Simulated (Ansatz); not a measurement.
The system is WAu.

```
CELL_PARAMETERS angstrom
0.00000 2.74798 2.74798
2.74798 0.00000 2.74798
2.74798 2.74798 0.00000
ATOMIC_POSITIONS crystal
W 0.00000 0.00000 0.00000
Au 0.75000 0.75000 0.75000
```

The cell was built by a generator and needn't be a form met in nature.

- Program: Ansatz 0.2.0
- Task: relaxation of cell and atoms
- Functional: revPBE
- Dispersion: D4
- Potentials or basis: Ansatz PAW
- Cutoff: 420 eV (not typed: the program's choice for these potentials)
- k mesh: 8 × 8 × 8
- Occupations: fermi-dirac, width 0.05 eV
- Spin: no spin polarisation

At the start: volume 20.75 Å³/atom.

Where does the relaxation end?

It ends after 5 steps and the volume is 23.89 Å³/atom (+15.1 %); space group F-43m (No. 216, to 0.05 Å).

The path:
```
step  energy change (eV)  largest force (eV/Å)  volume (Å³)
   1              0.0000                0.0000        41.50
   2             -0.4660                0.0000        47.87
   3             -0.4661                0.0000        47.80
   4             -0.4661                0.0000        47.78
   5             -0.4684                0.0000        47.78
```

Final structure:
```
W Au
1.0
     0.00000    2.88004    2.88004
     2.88004    0.00000    2.88004
     2.88004    2.88004    0.00000
W Au
1 1
Cartesian
  0.0000 0.0000 0.0000
  4.3201 4.3201 4.3201
```

Caveat: the volume moved by over 15 % at a fixed basis, so the end points are rough; the plane-wave basis is chosen anew once the cell has moved, so the energies of steps on either side of that aren't comparable; pairwise dispersion overbinds metals, which lowers pressure and volume; the PAW data sets come from PBE, with cores solved anew for the run's functional, which leaves a small shift of forces and pressure.
